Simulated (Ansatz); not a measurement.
# Sr3Ag (Pm-3m) in Ansatz: reference runs

How does Sr3Ag come out in PBE? The cell is run as given and disturbed.

Everything below comes from runs of Ansatz 0.2.0. Logs are shortened: lines on timing, memory, paths and dates and some standing lists are left out, and cuts for length are marked.

## 1. The structure

Symmetry: Pm-3m, No. 221, cubic system. Conventional cell: a = 5.491 Å, b = 5.491 Å, c = 5.491 Å, α = 90.00°, β = 90.00°, γ = 90.00°. Around Ag (site symmetry m-3m) lie 12 Sr at 3.88 Å. Sr (site symmetry 4/mmm) is surrounded by 4 Ag at 3.88 Å and 8 Sr at 3.88 Å.

The cell comes from a database or a generator and needn't be the stable form of this composition.

## 2. Single point, PBE

Input file input.yaml:

```yaml
crystal:
  lattice:
    - [5.490875, 0.0, 0.0]
    - [0.0, 5.490875, 0.0]
    - [0.0, 0.0, 5.490875]
  atoms:
    - { symbol: Ag, position: [0.0, 0.0, 0.0] }
    - { symbol: Sr, position: [0.5, 0.5, 0.0] }
    - { symbol: Sr, position: [0.5, 0.0, 0.5] }
    - { symbol: Sr, position: [0.0, 0.5, 0.5] }
hamiltonian:
  xc: pbe
  pseudopotentials: { kind: paw }
kpoints:
  mp_grid: { grid: [5, 5, 5] }
scf:
  occupations: { method: fermi_dirac, width: 0.05 }
output:
  forces: true
  stress: true
  eigenvalues: true
```

Potentials or basis: Ansatz PAW.

Launch:

```
ansatz run input.yaml --threads 2 --pin off --max-ram 5120MiB --backend cpu --events-out ev --progress --plain --runs-dir out
```

Standard output:

```text
Warning: RAYON_NUM_THREADS=2 ignored (pool sized by the plan → 2); use --threads N
Engine: ansatz 0.2.0, x86_64-unknown-linux-gnu
Pseudopotentials: kind: paw
Pseudopotential: Ag, paw, valence charge 19, recommended cutoff 420 eV (normal), Ag.paw.azcp
Pseudopotential: Sr, paw, valence charge 10, recommended cutoff 420 eV (normal), Sr.paw.azcp
Functional definition: PBE
  parameter kappa = 0.804
  parameter beta = 0.06672455060314922
  exchange = pbe_x(kappa = kappa, mu = beta*pi^2/3)
  correlation = pbe_c(beta = beta)
Crystal: 4 atoms, lattice volume = 165.548 Å³
Basis set: ecut = 420 eV, 3239 PW (Γ), exchange–correlation on 80×80×80 points (8 copies of the dense FFT grid, shifted against one another)
Bands: 30, of which v1, the nominal top of the filled ones, is band 25 counted from 1 (24 counted from 0)
Symmetry: 48 space group operations
Space group: Pm-3m (ITA 221), of the structure as read, at distance tolerance 5.5e-5 Å
k-points: 10 of 125
Non-local potential: Ag, projectors of the file, l = 0: 3, l = 1: 2, l = 2: 2, l = 3: 1
Non-local potential: Sr, projectors of the file, l = 0: 3, l = 1: 2, l = 2: 2
PAW form: soft (Blöchl's): semilocal exchange-correlation on the pseudo side does not see the compensation charge
PAW one-centre angular grid: Ag, 590 points (default); XC on 64 Gauss nodes
PAW one-centre angular grid: Sr, 110 points (default); XC on 64 Gauss nodes
Initial density: superposition of atomic densities (neutral atoms: chi_scale 0, normalization atom), corrected by the library's trained network
Initial wavefunctions: pseudopotential atomic-orbital guess
Functional: x = pbe(κ = 0.804, μ = 0.2195149727645171), c = pbe(β = 0.06672455060314922)
SCF iter   1: F=—  HF=-18223.130611 eV  |F-HF|=—  |Δ(HF+E_count)|=         —  Δρ=1.64e-3  dr2=9.14e-3  ethr=1.77e-3  ⟨swp⟩=10.3  Hψ=1625  notcnv=0
preconditioner: auto → Resta (q_TF=auto, 2.227 Å⁻¹)  ε∞=9.8  [insulator: Δε(μ)=0.234 eV  Ē_g=4.008 eV  σ=0.050 eV  W_gap=0.71  n_scr=26 (ndim 8)  ℏωp=11.9 eV  f_vac=0.000  D(μ)=3.23/eV (n_scr^D=18)  ε∞_Penn≈9.8]
SCF iter   2: F=—  HF=-18223.135298 eV  |F-HF|=—  |Δ(HF+E_count)|=   4.69e-3  Δρ=1.07e-3  dr2=3.96e-3  ethr=1.86e-5  ⟨swp⟩=3.3  Hψ=642  notcnv=0
SCF iter   3: F=—  HF=-18223.134875 eV  |F-HF|=—  |Δ(HF+E_count)|=   4.23e-4  Δρ=2.58e-4  dr2=1.93e-4  ethr=8.08e-6  ⟨swp⟩=2.0  Hψ=383  notcnv=0
SCF iter   4: F=—  HF=-18223.134858 eV  |F-HF|=—  |Δ(HF+E_count)|=   1.74e-5  Δρ=1.36e-4  dr2=2.39e-5  ethr=3.93e-7  ⟨swp⟩=2.1  Hψ=402  notcnv=0
SCF iter   5: F=—  HF=-18223.134873 eV  |F-HF|=—  |Δ(HF+E_count)|=   1.48e-5  Δρ=7.43e-5  dr2=1.13e-5  ethr=4.88e-8  ⟨swp⟩=2.0  Hψ=550  notcnv=0
SCF iter   6: F=—  HF=-18223.134872 eV  |F-HF|=—  |Δ(HF+E_count)|=   6.52e-7  Δρ=1.47e-5  dr2=3.96e-7  ethr=2.30e-8  ⟨swp⟩=2.0  Hψ=375  notcnv=0
SCF iter   7: F=-18223.134872 eV  HF=-18223.134872 eV  |F-HF|=7.16e-9  |Δ(HF+E_count)|=   2.22e-7  Δρ=3.58e-6  dr2=3.42e-8  ethr=2.04e-10  ⟨swp⟩=7.0  Hψ=1354  notcnv=0
SCF 1 converged in 7 iterations: F = -18223.134872 eV  dr2 = 3.42e-8
SCF converged after 7 iterations
Free energy (F): -18223.134872 eV
Harris-Foulkes:  -18223.134872 eV  (|F-HF|=7.16e-9)
Internal energy: -18223.108095 eV  (E = F + TS)
E sigma→0 (E₀):  -18223.121484 eV
Entropy (-TS):   -0.026778 eV (-6.694 meV/atom)
Fermi energy:    6.893718 eV
--- Per-component energies (eV) ---
  E_band       = -776.366831
  E_kinetic    = 1254.081256
  E_local      = -5912.331454  (includes V_loc(G=0)·N_el)
  E_nonlocal   = 688.509621
  E_hartree    = 2220.813366
  E_xc         = -699.446225
  E_vxc        = -713.698674  (∫ρ·V_xc dr)
  E_paw        = -11986.525656  (= ΣΔE_a)
  E_vpaw       = -534.554873  (= ΣTr[D̂ρ^β])
  E_aug_tail   = 0.000308  (compensation charges beyond the density's cutoff)
  E_ewald      = -3788.209311
  E_smearing   = -0.026778  (= −TS)
  E_closure    = -0.000000  (closes the sum)
  Σ components = -18223.134872   (vs F -18223.134872, Δ=0.00e0)
--- Forces (eV/Å), atoms counted from 1 ---
  atom   1  Ag    -0.00000000     0.00000000    -0.00000000
  atom   2  Sr    -0.00000000    -0.00000000     0.00000000
  atom   3  Sr    -0.00000000     0.00000000     0.00000000
  atom   4  Sr     0.00000000     0.00000000    -0.00000000
  max |Σ_I F_I| component: 2.81e-30 eV/Å
--- Stress (GPa, compression-positive) ---
        0.003831       0.000000       0.000000
        0.000000       0.003831       0.000000
        0.000000       0.000000       0.003831
  P = ⅓ Tr σ = 0.0038 GPa (0.038 kbar)
--- Band table (eV; the first three rows and the last of 10) ---
  k-point 0: bands = ["-84.8008", "-48.2720", "-48.2720", "-48.2720", "-29.5092", "-29.4600", "-29.4600", "-11.6639", "-11.6639", "-11.6639", "-11.4558", "-11.4558", "-11.4558", "-11.3369", "-11.3369", "-11.3369", "2.6754", "2.8025", "2.8025", "2.8498", "2.8498", "2.8498", "5.4758", "7.3079", "7.3079", "7.7456", "7.7456", "7.7456", "8.3846", "8.3846"]
  k-point 1: bands = ["-84.8008", "-48.2720", "-48.2720", "-48.2720", "-29.5050", "-29.4641", "-29.4600", "-11.6466", "-11.6466", "-11.6365", "-11.4620", "-11.4620", "-11.4580", "-11.3719", "-11.3491", "-11.3491", "2.8179", "2.8207", "2.8534", "2.8591", "2.8591", "2.9394", "5.5014", "6.6859", "7.5570", "7.6482", "7.6482", "7.8137", "8.4235", "8.4235"]
  k-point 2: bands = ["-84.8008", "-48.2720", "-48.2720", "-48.2720", "-29.4954", "-29.4737", "-29.4599", "-11.6106", "-11.6106", "-11.5619", "-11.4805", "-11.4805", "-11.4618", "-11.4586", "-11.3682", "-11.3682", "2.8423", "2.8593", "2.8608", "2.8746", "2.8746", "3.6549", "4.7940", "6.5859", "7.4839", "7.4839", "7.9458", "8.1757", "8.5633", "8.5633"]
  k-point 9: bands = ["-84.8008", "-48.2720", "-48.2720", "-48.2720", "-29.4793", "-29.4746", "-29.4746", "-11.7581", "-11.6194", "-11.6168", "-11.6168", "-11.3757", "-11.3757", "-11.3573", "-11.3479", "-11.3479", "2.8110", "2.8128", "2.8128", "2.9243", "2.9243", "4.5523", "5.8571", "6.4257", "6.4257", "7.2814", "7.3435", "7.3435", "7.7334", "9.2401"]
```

It took 3.5 s on 2 threads of Intel Xeon at 2.50GHz (Skylake/Cascade Lake), shared host; peak memory 0.42 GiB.

What came out:

- Free energy: -18223.1349 eV
- Pressure: 0.0 GPa
- Band gap on the k mesh: none (metal or under the smearing width)

Levels at points of the mesh, in eV from the Fermi level:
| k point | band 20 | band 21 | band 22 | band 23 | band 24 | band 25 | band 26 | band 27 | band 28 | band 29 |
| --- | --- | --- | --- | --- | --- | --- | --- | --- | --- | --- |
| (0.00, 0.00, 0.00) | -4.04 | -4.04 | -4.04 | -1.42 | 0.41 | 0.41 | 0.85 | 0.85 | 0.85 | 1.49 |

## 3. Single point, PBE (atoms moved at random, drawn with an rms of 0.05 Å)

Input file input.yaml:

```yaml
crystal:
  lattice:
    - [5.490875, 0.0, 0.0]
    - [0.0, 5.490875, 0.0]
    - [0.0, 0.0, 5.490875]
  atoms:
    - { symbol: Ag, position: [0.004434, 0.001037, 0.001957] }
    - { symbol: Sr, position: [0.507959, 0.498872, -0.001876] }
    - { symbol: Sr, position: [0.5013, -0.009578, 0.506955] }
    - { symbol: Sr, position: [0.005386, 0.494545, 0.50296] }
hamiltonian:
  xc: pbe
  pseudopotentials: { kind: paw }
kpoints:
  mp_grid: { grid: [5, 5, 5] }
scf:
  occupations: { method: fermi_dirac, width: 0.05 }
output:
  forces: true
  stress: true
  eigenvalues: true
```

Potentials or basis: Ansatz PAW.

Launch:

```
ansatz run input.yaml --threads 2 --pin off --max-ram 5120MiB --backend cpu --events-out ev --progress --plain --runs-dir out
```

Standard output:

```text
Warning: RAYON_NUM_THREADS=2 ignored (pool sized by the plan → 2); use --threads N
[... 9 set-up lines as earlier in the session ...]
Crystal: 4 atoms, lattice volume = 165.548 Å³
Basis set: ecut = 420 eV, 3239 PW (Γ), exchange–correlation on 80×80×80 points (8 copies of the dense FFT grid, shifted against one another)
Bands: 30, of which v1, the nominal top of the filled ones, is band 25 counted from 1 (24 counted from 0)
Symmetry: 1 space group operations
Space group: P1 (ITA 1), of the structure as read, at distance tolerance 5.5e-5 Å
k-points: 63 of 125 (time reversal used)
[... 8 set-up lines as earlier in the session ...]
SCF iter   1: F=—  HF=-18223.124630 eV  |F-HF|=—  |Δ(HF+E_count)|=         —  Δρ=1.65e-3  dr2=9.25e-3  ethr=1.77e-3  ⟨swp⟩=9.4  Hψ=9866  notcnv=0
preconditioner: auto → Resta (q_TF=auto, 2.227 Å⁻¹)  ε∞=9.8  [insulator: Δε(μ)=0.226 eV  Ē_g=4.008 eV  σ=0.050 eV  W_gap=0.70  n_scr=26 (ndim 8)  ℏωp=11.9 eV  f_vac=0.000  D(μ)=3.23/eV (n_scr^D=18)  ε∞_Penn≈9.8]
SCF iter   2: F=—  HF=-18223.129132 eV  |F-HF|=—  |Δ(HF+E_count)|=   4.50e-3  Δρ=1.07e-3  dr2=3.93e-3  ethr=1.89e-5  ⟨swp⟩=3.4  Hψ=4089  notcnv=0
SCF iter   3: F=—  HF=-18223.128736 eV  |F-HF|=—  |Δ(HF+E_count)|=   3.96e-4  Δρ=2.43e-4  dr2=1.86e-4  ethr=8.02e-6  ⟨swp⟩=2.0  Hψ=2429  notcnv=0
SCF iter   4: F=—  HF=-18223.128723 eV  |F-HF|=—  |Δ(HF+E_count)|=   1.32e-5  Δρ=1.18e-4  dr2=1.85e-5  ethr=3.79e-7  ⟨swp⟩=2.2  Hψ=2668  notcnv=0
SCF iter   5: F=—  HF=-18223.128732 eV  |F-HF|=—  |Δ(HF+E_count)|=   9.50e-6  Δρ=6.93e-5  dr2=9.93e-6  ethr=3.77e-8  ⟨swp⟩=2.0  Hψ=3446  notcnv=0
SCF iter   6: F=—  HF=-18223.128732 eV  |F-HF|=—  |Δ(HF+E_count)|=   7.50e-7  Δρ=1.45e-5  dr2=3.82e-7  ethr=2.03e-8  ⟨swp⟩=2.0  Hψ=2416  notcnv=0
SCF iter   7: F=-18223.128732 eV  HF=-18223.128732 eV  |F-HF|=2.13e-9  |Δ(HF+E_count)|=   1.24e-7  Δρ=3.16e-6  dr2=2.74e-8  ethr=2.04e-10  ⟨swp⟩=7.2  Hψ=8601  notcnv=0
SCF 1 converged in 7 iterations: F = -18223.128732 eV  dr2 = 2.74e-8
SCF converged after 7 iterations
Free energy (F): -18223.128732 eV
Harris-Foulkes:  -18223.128732 eV  (|F-HF|=2.13e-9)
Internal energy: -18223.101935 eV  (E = F + TS)
E sigma→0 (E₀):  -18223.115333 eV
Entropy (-TS):   -0.026797 eV (-6.699 meV/atom)
Fermi energy:    6.893368 eV
--- Per-component energies (eV) ---
  E_band       = -776.395962
  E_kinetic    = 1254.093346
  E_local      = -5912.796965  (includes V_loc(G=0)·N_el)
  E_nonlocal   = 688.508856
  E_hartree    = 2221.026196
  E_xc         = -699.449714
  E_vxc        = -713.703621  (∫ρ·V_xc dr)
  E_paw        = -11986.525145  (= ΣΔE_a)
  E_vpaw       = -534.554083  (= ΣTr[D̂ρ^β])
  E_aug_tail   = 0.000308  (compensation charges beyond the density's cutoff)
  E_ewald      = -3787.958817
  E_smearing   = -0.026797  (= −TS)
  E_closure    = -0.000000  (closes the sum)
  Σ components = -18223.128732   (vs F -18223.128732, Δ=0.00e0)
--- Forces (eV/Å), atoms counted from 1 ---
  atom   1  Ag     0.00183936    -0.01582834    -0.01597432
  atom   2  Sr    -0.01198185    -0.08142242     0.14734768
  atom   3  Sr     0.02771430     0.15267952    -0.07767262
  atom   4  Sr    -0.01757443    -0.05541569    -0.05366633
  max |Σ_I F_I| component: 3.44e-5 eV/Å
--- Stress (GPa, compression-positive) ---
        0.006263      -0.001902       0.001832
       -0.001902       0.013955      -0.010745
        0.001832      -0.010745       0.012374
  P = ⅓ Tr σ = 0.0109 GPa (0.109 kbar)
--- Band table (eV; the first three rows and the last of 63) ---
  k-point 0: bands = ["-84.8013", "-48.2726", "-48.2725", "-48.2724", "-29.5101", "-29.4609", "-29.4604", "-11.6666", "-11.6650", "-11.6640", "-11.4572", "-11.4564", "-11.4559", "-11.3379", "-11.3374", "-11.3371", "2.6756", "2.8019", "2.8021", "2.8491", "2.8493", "2.8493", "5.4761", "7.3067", "7.3075", "7.7435", "7.7456", "7.7473", "8.3834", "8.3850"]
  k-point 1: bands = ["-84.8013", "-48.2726", "-48.2725", "-48.2724", "-29.5059", "-29.4649", "-29.4605", "-11.6488", "-11.6476", "-11.6374", "-11.4658", "-11.4626", "-11.4559", "-11.3725", "-11.3495", "-11.3491", "2.8174", "2.8202", "2.8528", "2.8586", "2.8587", "2.9394", "5.5016", "6.6856", "7.5544", "7.6483", "7.6493", "7.8135", "8.4228", "8.4245"]
  k-point 2: bands = ["-84.8013", "-48.2726", "-48.2725", "-48.2724", "-29.4963", "-29.4744", "-29.4605", "-11.6131", "-11.6119", "-11.5636", "-11.4849", "-11.4810", "-11.4604", "-11.4569", "-11.3686", "-11.3679", "2.8418", "2.8587", "2.8601", "2.8739", "2.8741", "3.6548", "4.7944", "6.5855", "7.4828", "7.4839", "7.9423", "8.1756", "8.5625", "8.5664"]
  k-point 62: bands = ["-84.8013", "-48.2726", "-48.2725", "-48.2724", "-29.4906", "-29.4741", "-29.4663", "-11.6777", "-11.5759", "-11.5678", "-11.5255", "-11.5120", "-11.4348", "-11.3994", "-11.3652", "-11.3596", "2.8481", "2.8502", "2.8528", "2.8780", "2.9034", "4.0342", "5.1739", "6.4164", "6.9508", "7.1639", "7.7320", "7.9577", "8.4557", "8.7252"]
```

Run time: 25 s. Hardware: 2 threads of Intel Xeon at 2.50GHz (Skylake/Cascade Lake), shared host; peak memory 0.54 GiB.

Results:

- Free energy: -18223.1287 eV
- Pressure: 0.0 GPa
- Largest force: 0.174 eV/Å
- Band gap on the k mesh: none (metal or under the smearing width)

Forces in eV/Å, atoms in the order of the input:
```
Ag   0.002 -0.016 -0.016
Sr  -0.012 -0.081  0.147
Sr   0.028  0.153 -0.078
Sr  -0.018 -0.055 -0.054
```

Levels at points of the mesh, in eV from the Fermi level:
```csv
k point,band 21,band 22,band 23,band 24,band 25,band 26,band 27,band 28
"(0.00, 0.00, 0.00)",-4.04,-4.04,-1.42,0.41,0.41,0.85,0.85,0.85
```
